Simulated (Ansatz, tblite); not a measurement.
RuBr₂: GFN1-xTB, run from Python

These are simulated results from tblite 0.8.0, not measurements. The cell was built from a prototype and was relaxed with r2SCAN in plane waves (Ansatz 0.2.0). It may be hypothetical. It is a single sheet, repeated along a and b, with vacuum along c. All runs are without spin polarisation.

The sheet's in-plane cell has a = 3.744 Å, b = 3.744 Å (γ = 120.0°), and its outermost atoms lie 2.68 Å apart along the normal. Ru has 6 Br at 2.54 Å; Br has 3 Ru at 2.54 Å.

tblite solves periodic systems at the zone centre alone, so the script builds a cluster of 3×3×1 conventional cells (27 atoms), which folds in a coarse mesh of k points.

Input script:

```python
import json
from ase import Atoms
from ase.build import make_supercell
from ase.units import Bohr, GPa, Hartree
from tblite.interface import Calculator

atoms = Atoms(['Ru', 'Br', 'Br'],
              cell=[[3.74422944, 0.0, 0.0], [-1.87211472, 3.24259781, 0.0], [0.0, 0.0, 30.20011169]],
              scaled_positions=[[0.0, 0.0, 0.298012143], [0.333333333, 0.666666667, 0.342395646], [0.666666667, 0.333333333, 0.25362864]],
              pbc=True)
cluster = make_supercell(atoms, [[3, 0, 0], [0, 3, 0], [0, 0, 1]])
calc = Calculator('GFN1-xTB', cluster.numbers, cluster.positions / Bohr, lattice=cluster.cell[:] / Bohr, periodic=cluster.pbc)
calc.set('temperature', 0.02 / Hartree)
calc.set('max-iter', 150)
res = calc.singlepoint()
levels = res.get('orbital-energies') * Hartree
nv = round(res.get('orbital-occupations').sum() / 2)
cells = len(cluster) // len(atoms)
out = {'energy_per_cell': res.get('energy') * Hartree / cells, 'homo': levels[nv - 1], 'lumo': levels[nv],
       'stress': (-res.get('virial') * Hartree / cluster.get_volume() / GPa).tolist(), 'charges': res.get('charges')[:len(atoms)].tolist(), 'electrons': 2 * nv / cells}
json.dump(out, open('results.json', 'w'))
for key, value in out.items():
    print(key, value)
```

Command: `python run.py`. It took 0.85 s on 1 thread of Arm Neoverse V2, on a shared host, peak memory 0.1 GiB.

What it printed:

```
------------------------------------------------------------
  cycle        total energy    energy error   density error
------------------------------------------------------------
      1     -100.7887529051  -1.0080915E+02   6.8593587E-01
      2     -100.7680341912   2.0718714E-02   3.7635034E-01
      3     -100.0217204720   7.4631372E-01   3.5520105E-01
      4     -100.8387920633  -8.1707159E-01   1.9897709E-02
      5     -100.8410785844  -2.2865211E-03   8.9744541E-03
      6     -100.8415172578  -4.3867347E-04   1.4867461E-03
      7     -100.8415308933  -1.3635498E-05   1.3995018E-04
      8     -100.8415309987  -1.0532659E-07   3.1352744E-05
      9     -100.8415310036  -4.9166857E-09   1.0524848E-05
------------------------------------------------------------

 total:                                   0.326 sec
energy_per_cell -304.8930919362809
homo -10.435598388759852
lumo -9.218514513809874
stress [[1.215216451719918, -1.8613404738079505e-08, 1.3756601929310296e-08], [-1.861340485716087e-08, 1.215216445311165, -3.2191811452594982e-09], [1.375660191514484e-08, -3.219181184320116e-09, 1.0522088702404495]]
charges [-0.003951837369746136, 0.0019618308533336723, 0.001961830813188875]
electrons 22.0
```

The cycle table is in hartree for the whole cluster, and the lines after it are in eV (the energy for one cell). The printed stress is in GPa and positive in compression, and the pressure is its mean diagonal, here averaged over the vacuum too.

GFN1-xTB gives a gap of 1.22 eV. On the same cell, plane-wave PBE (Ansatz, 12×12×1 k points and the special points) gives a gap of 1.07 eV and r2SCAN a gap of 1.53 eV; on shared hosts these took about 12 and 30 core-seconds on the 3-atom cell, against 0.85 for the script. Semilocal gaps usually lie below measured ones. xTB was fitted to molecules, so gaps, charges and pressures of solids can be far off, and the gap also depends on the size of the cluster.

xTB was fitted mostly to molecules, and a small cluster samples few k points, so gaps, pressures and kinks along a curve can be far from a solid's.

Spin-orbit coupling is left out.
